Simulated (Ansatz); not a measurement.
# AlC18: the cost of one run

All numbers below are computed with Ansatz 0.2.0 (DFT PBE, plane waves, PAW, scalar-relativistic, collinear spin).

## Step 1: The starting structure

The cell holds 19 atoms (C18Al): a = 7.398 Å, b = 7.398 Å, c = 11.000 Å, α = 90.00°, β = 90.00°, γ = 120.00°.

Structure file:

```
C Al
1.0
     7.39800    0.00000    0.00000
    -3.69900    6.40686    0.00000
     0.00000    0.00000   11.00000
C Al
18 1
Cartesian
  0.0000 0.0000 1.0000
  1.2330 0.7119 1.0000
  -1.2330 2.1356 1.0000
  0.0000 2.8475 1.0000
  -2.4660 4.2712 1.0000
  -1.2330 4.9831 1.0000
  2.4660 0.0000 1.0000
  3.6990 0.7119 1.0000
  1.2330 2.1356 1.0000
  2.4660 2.8475 1.0000
  0.0000 4.2712 1.0000
  1.2330 4.9831 1.0000
  4.9320 0.0000 1.0000
  6.1650 0.7119 1.0000
  3.6990 2.1356 1.0000
  4.9320 2.8475 1.0000
  2.4660 4.2712 1.0000
  3.6990 4.9831 1.0000
  -0.0782 4.7459 2.9700
```

## Step 2: Relaxing end A

input.yaml

```yaml
crystal:
  lattice:
    - [7.398, 0.0, 0.0]
    - [-3.699, 6.406856, 0.0]
    - [0.0, 0.0, 11.0]
  atoms:
    - { symbol: C, position: [0.0, 0.0, 0.0909091] }
    - { symbol: C, position: [0.2222222, 0.1111111, 0.0909091] }
    - { symbol: C, position: [0.0, 0.3333333, 0.0909091] }
    - { symbol: C, position: [0.2222222, 0.4444444, 0.0909091] }
    - { symbol: C, position: [0.0, 0.6666667, 0.0909091] }
    - { symbol: C, position: [0.2222222, 0.7777778, 0.0909091] }
    - { symbol: C, position: [0.3333333, 0.0, 0.0909091] }
    - { symbol: C, position: [0.5555556, 0.1111111, 0.0909091] }
    - { symbol: C, position: [0.3333333, 0.3333333, 0.0909091] }
    - { symbol: C, position: [0.5555556, 0.4444444, 0.0909091] }
    - { symbol: C, position: [0.3333333, 0.6666667, 0.0909091] }
    - { symbol: C, position: [0.5555556, 0.7777778, 0.0909091] }
    - { symbol: C, position: [0.6666667, 0.0, 0.0909091] }
    - { symbol: C, position: [0.8888889, 0.1111111, 0.0909091] }
    - { symbol: C, position: [0.6666667, 0.3333333, 0.0909091] }
    - { symbol: C, position: [0.8888889, 0.4444444, 0.0909091] }
    - { symbol: C, position: [0.6666667, 0.6666667, 0.0909091] }
    - { symbol: C, position: [0.8888889, 0.7777778, 0.0909091] }
    - { symbol: Al, position: [0.3598123, 0.7407597, 0.27], spin: 1.0 }
magnetization:
  spin_polarized: true
basis:
  ecutwfc: 420.0
kpoints:
  mp_grid: { grid: [2, 2, 1] }
hamiltonian:
  xc: pbe
scf:
  occupations: { method: fermi_dirac, width: 0.02 }
  lower_state_search: "off"
relax:
  f_tol: 0.03
  max_steps: 60
  adjacent_minimum: "off"
```

Run with:

```console
ansatz run input.yaml --threads 2 --pin off --max-ram 5120MiB --backend cpu --events-out ev --progress --plain --runs-dir out
```

**Question.** How long does this run take on 2 threads of Arm Neoverse V1, shared host, and how much memory does it need?

About 71 s, with a peak of 0.85 GiB.
